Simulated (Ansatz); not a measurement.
What does this script print? It uses the Python package of Ansatz (0.2.0).

`ch6alge.xyz`
```text
9

C    -0.87080    1.27670   -1.07480
Al    0.82230    0.46540   -0.65230
Ge    0.89120   -1.29060    1.02080
H    -1.55040    0.56040   -1.46100
H    -0.76730    2.08620   -1.88690
H    -1.33580    1.81090   -0.17520
H     2.41260   -1.78310    1.18810
H     0.05880   -2.45620    0.59100
H     0.42790   -0.71610    2.43330
```

`scan_ch6alge.py`:
```python
'''Stretching a bond of CH6AlGe, the rest held rigid.'''

import ansatz as az
import numpy as np


def main() -> None:
    ch6alge = az.Crystal.molecule_from_extxyz('ch6alge.xyz')

    symbols = [site.symbol for site in ch6alge.cartesian_sites]
    start = np.array([site.position_ang for site in ch6alge.cartesian_sites])
    axis = (start[2] - start[1]) / np.linalg.norm(start[2] - start[1])
    moving = [2, 6, 7, 8]
    lengths, energies = [2.135, 2.232, 2.329, 2.426, 2.523, 2.621, 2.718, 2.863], []
    for length in lengths:
        xyz = start.copy()
        xyz[moving] += (length - np.linalg.norm(start[2] - start[1])) * axis
        point = az.Crystal.molecule()
        for symbol, xyz in zip(symbols, xyz):
            point = point.atom(symbol, xyz.tolist())
        base = (
            point.calculation()
            .basis(gaussian='def2-SVP')
            .functional('CAM-B3LYP')
            .spin('collinear', total=1)
        )
        report = base.run(threads=1).report
        energies.append(report['free_energy_ev'])
        print(f'r = {length:6.3f} A  E = {energies[-1]:.5f} eV  <S^2> = {abs(report["mean_field"]["state"]["spin_squared"]):.3f}')

    # quartic fit about the minimum
    fit = np.polynomial.Polynomial.fit(lengths, np.array(energies) - min(energies), 4).convert()
    roots = [r.real for r in fit.deriv().roots() if abs(r.imag) < 1e-9 and fit.deriv(2)(r.real) > 0]
    r_e = min(roots, key=lambda r: abs(r - lengths[int(np.argmin(energies))]))
    print(f'minimum of the fit at {r_e:.4f} A, force constant {fit.deriv(2)(r_e):.2f} eV/A^2')


if __name__ == '__main__':
    main()
```

```console
$ python scan_ch6alge.py
r =  2.135 A  E = -64240.32431 eV  <S^2> = 0.752
r =  2.232 A  E = -64240.73487 eV  <S^2> = 0.752
r =  2.329 A  E = -64240.97816 eV  <S^2> = 0.752
r =  2.426 A  E = -64241.09898 eV  <S^2> = 0.752
r =  2.523 A  E = -64241.13072 eV  <S^2> = 0.753
r =  2.621 A  E = -64241.09802 eV  <S^2> = 0.753
r =  2.718 A  E = -64241.02073 eV  <S^2> = 0.754
r =  2.863 A  E = -64240.85285 eV  <S^2> = 0.757
minimum of the fit at 2.5159 A, force constant 6.83 eV/A^2
```

Reading the output:
- These settings explore the input space; basis and method may be short of convergence.
- The rest of the molecule is held rigid at a force-field or estimated start geometry, and the basis set is modest; single-reference methods fail as a bond breaks.
- The species is open-shell (spin multiplicity 2).
- Run time: 51 s on 1 thread of Arm Neoverse V2, on a shared host, peak memory 0.37 GiB.

(Lines on the test bed's own set-up are left out of the output.)
